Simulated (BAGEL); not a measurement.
**B2H6S2 (SMILES [BH2-]1[SH+][BH2-][SH+]1) at B3LYP/6-31G(d) (density fitting with qzvpp-jkfit, spherical functions)**

What is the energy change on altering one bond length of B2H6S2 at B3LYP/6-31G* (density fitting with qzvpp-jkfit, spherical functions)? 

The calculation is run with BAGEL 1.2.2.

### Step 1. Starting point

B2H6S2: 10 atoms, total charge 0, spin state singlet. SMILES: `[BH2-]1[SH+][BH2-][SH+]1`. The shape is that of a PBE0-D4/def2-TZVP optimisation.

Bond lengths: B1–S2 1.961 Å, S2–B3 1.961 Å, B1–S4 1.961 Å, B3–S4 1.961 Å, B1–H5 1.195 Å, B1–H6 1.198 Å, S2–H7 1.346 Å, B3–H8 1.195 Å, B3–H9 1.198 Å, S4–H10 1.346 Å. Some angles: B1–S2–B3 80.4°, S2–B1–S4 96.7°, S2–B3–S4 96.7°, B1–S4–B3 80.4°, B1–S2–H7 98.6°, B3–S2–H7 98.6°, S2–B1–H5 114.0°, S2–B1–H6 105.9°, S4–B1–H5 114.0°, S4–B1–H6 105.9°.

### Step 2. The energy at B3LYP/6-31G(d) (density fitting with qzvpp-jkfit, spherical functions)

File input.json:

```json
{ "bagel": [

{
  "title": "molecule",
  "basis": "6-31gs.json",
  "df_basis": "qzvpp-jkfit",
  "angstrom": true,
  "geometry": [
    { "atom": "B", "xyz": [   -0.594400,    1.014400,   -0.540900 ] },
    { "atom": "S", "xyz": [   -0.927100,   -0.914200,   -0.668800 ] },
    { "atom": "B", "xyz": [    0.179400,   -0.879400,    0.950000 ] },
    { "atom": "S", "xyz": [    0.947400,    0.902700,    0.665900 ] },
    { "atom": "H", "xyz": [   -0.355500,    1.537600,   -1.588800 ] },
    { "atom": "H", "xyz": [   -1.492600,    1.459100,    0.115100 ] },
    { "atom": "H", "xyz": [    0.031400,   -1.224600,   -1.560700 ] },
    { "atom": "H", "xyz": [    0.990400,   -1.755900,    1.004200 ] },
    { "atom": "H", "xyz": [   -0.583700,   -0.765100,    1.866200 ] },
    { "atom": "H", "xyz": [    1.887500,    0.574300,   -0.239100 ] }
  ]
},
{ "title": "ks", "xc_func": "b3lyp" },
{ "title": "print", "file": "orbitals.molden", "orbitals": true }

]}
```

The basis set 6-31G* is read from a file made from the Basis Set Exchange's data (not shown).

Started as:

```bash
$ BAGEL_NUM_THREADS=1 BAGEL input.json > input.out
```

The program printed:

```text
* using 1 threads per process

  ===============================================================
  ===============================================================

  *** Geometry ***

  { "atom" : "B", "xyz" : [     -1.123253,      1.916938,     -1.022153 ] },
  { "atom" : "S", "xyz" : [     -1.751965,     -1.727588,     -1.263849 ] },
  { "atom" : "B", "xyz" : [      0.339017,     -1.661825,      1.795240 ] },
  { "atom" : "S", "xyz" : [      1.790327,      1.705856,      1.258369 ] },
  { "atom" : "H", "xyz" : [     -0.671798,      2.905643,     -3.002397 ] },
  { "atom" : "H", "xyz" : [     -2.820605,      2.757299,      0.217507 ] },
  { "atom" : "H", "xyz" : [      0.059337,     -2.314159,     -2.949296 ] },
  { "atom" : "H", "xyz" : [      1.871585,     -3.318170,      1.897663 ] },
  { "atom" : "H", "xyz" : [     -1.103033,     -1.445829,      3.526607 ] },
  { "atom" : "H", "xyz" : [      3.566858,      1.085270,     -0.451834 ] },

  Number of auxiliary basis functions:      514

  Since a DF basis is specified, we compute 2- and 3-index integrals:
    o Being stored without compression. Storage requirement is 0.024 GB

  Number of basis functions:       76
  Number of electrons      :       48

    * METHOD: MOLECULE                             0.21

  *** Kohn-Sham DFT ***

    * Removing 20434 points whose weight is below 1.00e-10
    * Grid points: 128626

  === Nuclear Repulsion ===
   200.3682039275

       - DIIS with orbital gradients will be used.

  === KS iteration (b3lyp / 6-31gs.json) ===
      0       -823.34912550          0.11688365           0.38
      1       -828.24200661          0.11107716           0.36
      2       -833.06824448          0.10892236           0.36
      3       -849.00328529          0.03886766           0.36
      4       -849.25609386          0.02639807           0.36
      5       -849.70378736          0.00507300           0.36
      6       -849.71633609          0.00207261           0.36
      7       -849.71923202          0.00055941           0.36
      8       -849.71937307          0.00019675           0.37
      9       -849.71939044          0.00003481           0.36
     10       -849.71939128          0.00001512           0.36
     11       -849.71939140          0.00000341           0.36
     12       -849.71939141          0.00000030           0.36
     13       -849.71939141          0.00000007           0.36
     14       -849.71939141          0.00000004           0.43
     15       -849.71939141          0.00000001           0.43
    * SCF iteration converged.

    * Permanent dipole moment:
           (   -0.627868,     0.211256,     0.594151) a.u.

    * METHOD: KS                                   6.56

    * METHOD: PRINT                                0.01

  ===============================================================
```

It took 7.2 s on 1 thread of Intel Xeon 6975P-C (Granite Rapids), shared host; peak memory 0.48 GiB.

### Step 3. The distorted shape

File input.json:

```json
{ "bagel": [

{
  "title": "molecule",
  "basis": "6-31gs.json",
  "df_basis": "qzvpp-jkfit",
  "angstrom": "true",
  "geometry": [
    { "atom": "B", "xyz": [   -0.666074,    0.857431,   -0.226512 ] },
    { "atom": "S", "xyz": [   -0.998774,   -1.071169,   -0.354412 ] },
    { "atom": "B", "xyz": [    0.107726,   -1.036369,    1.264388 ] },
    { "atom": "S", "xyz": [    0.875726,    0.745731,    0.980288 ] },
    { "atom": "H", "xyz": [   -0.355500,    1.537600,   -1.588800 ] },
    { "atom": "H", "xyz": [   -1.564274,    1.302131,    0.429488 ] },
    { "atom": "H", "xyz": [   -0.040274,   -1.381569,   -1.246312 ] },
    { "atom": "H", "xyz": [    0.918726,   -1.912869,    1.318588 ] },
    { "atom": "H", "xyz": [   -0.655374,   -0.922069,    2.180588 ] },
    { "atom": "H", "xyz": [    1.815826,    0.417331,    0.075288 ] }
  ]
},
{
  "title": "ks",
  "xc_func": "b3lyp"
},
{
  "title": "print",
  "file": "orbitals.molden",
  "orbitals": "true"
}

]}
```

The basis set 6-31G* is read from a file made from the Basis Set Exchange's data (not shown).

Started as:

```bash
$ BAGEL_NUM_THREADS=1 BAGEL input.json > input.out
```

The program printed:

```text
* using 1 threads per process

  ===============================================================
  ===============================================================

  *** Geometry ***

  { "atom" : "B", "xyz" : [     -1.258697,      1.620310,     -0.428046 ] },
  { "atom" : "S", "xyz" : [     -1.887409,     -2.024216,     -0.669742 ] },
  { "atom" : "B", "xyz" : [      0.203573,     -1.958454,      2.389347 ] },
  { "atom" : "S", "xyz" : [      1.654882,      1.409227,      1.852476 ] },
  { "atom" : "H", "xyz" : [     -0.671798,      2.905643,     -3.002397 ] },
  { "atom" : "H", "xyz" : [     -2.956049,      2.460671,      0.811615 ] },
  { "atom" : "H", "xyz" : [     -0.076107,     -2.610787,     -2.355188 ] },
  { "atom" : "H", "xyz" : [      1.736141,     -3.614799,      2.491770 ] },
  { "atom" : "H", "xyz" : [     -1.238477,     -1.742458,      4.120714 ] },
  { "atom" : "H", "xyz" : [      3.431414,      0.788641,      0.142274 ] },

  Number of auxiliary basis functions:      514

  Since a DF basis is specified, we compute 2- and 3-index integrals:
    o Being stored without compression. Storage requirement is 0.024 GB

  Number of basis functions:       76
  Number of electrons      :       48

    * METHOD: MOLECULE                             0.22

  *** Kohn-Sham DFT ***

    * Removing 20062 points whose weight is below 1.00e-10
    * Grid points: 128998

  === Nuclear Repulsion ===
   199.1310052597

       - DIIS with orbital gradients will be used.

  === KS iteration (b3lyp / 6-31gs.json) ===
      0       -823.45188901          0.11642883           0.37
      1       -828.10234787          0.11005937           0.35
      2       -833.12582434          0.10780538           0.42
      3       -848.96300930          0.03892147           0.36
      4       -849.23590745          0.02603273           0.37
      5       -849.67019654          0.00539241           0.36
      6       -849.68329860          0.00224955           0.38
      7       -849.68661407          0.00070758           0.38
      8       -849.68683953          0.00021632           0.36
      9       -849.68686072          0.00007690           0.35
     10       -849.68686394          0.00001425           0.35
     11       -849.68686405          0.00000685           0.35
     12       -849.68686407          0.00000245           0.36
     13       -849.68686408          0.00000049           0.36
     14       -849.68686408          0.00000007           0.37
     15       -849.68686408          0.00000003           0.36
     16       -849.68686408          0.00000001           0.35
    * SCF iteration converged.

    * Permanent dipole moment:
           (   -0.633003,     0.368329,     0.387534) a.u.

    * METHOD: KS                                   6.82

    * METHOD: PRINT                                0.01

  ===============================================================
```

Run time: 7.2 s. Hardware: 1 thread of Intel Xeon 6975P-C (Granite Rapids), shared host; peak memory 0.48 GiB.

### Step 4. Summary of results

At B3LYP/6-31G* (density fitting with qzvpp-jkfit, spherical functions):

```
                                                         quantity          value
                                        first shape: total energy  -849.71939 Eh
                                       first shape: dipole moment         2.26 D
                                         first shape: HOMO energy       -7.97 eV
                                         first shape: LUMO energy        0.17 eV
                                       first shape: HOMO–LUMO gap        8.15 eV
                                    distorted shape: total energy  -849.68686 Eh
                                   distorted shape: dipole moment         2.11 D
                                     distorted shape: HOMO energy       -7.62 eV
                                     distorted shape: LUMO energy       -0.13 eV
                                   distorted shape: HOMO–LUMO gap        7.49 eV
energy change with the B1–H5 bond stretched from 1.195 to 1.554 Å       0.885 eV
```

**Reading.** With the B1–H5 bond stretched from 1.195 to 1.554 Å the energy rises by 0.89 eV (20.4 kcal/mol). The first shape isn't relaxed at this level, so the change isn't measured from a minimum.
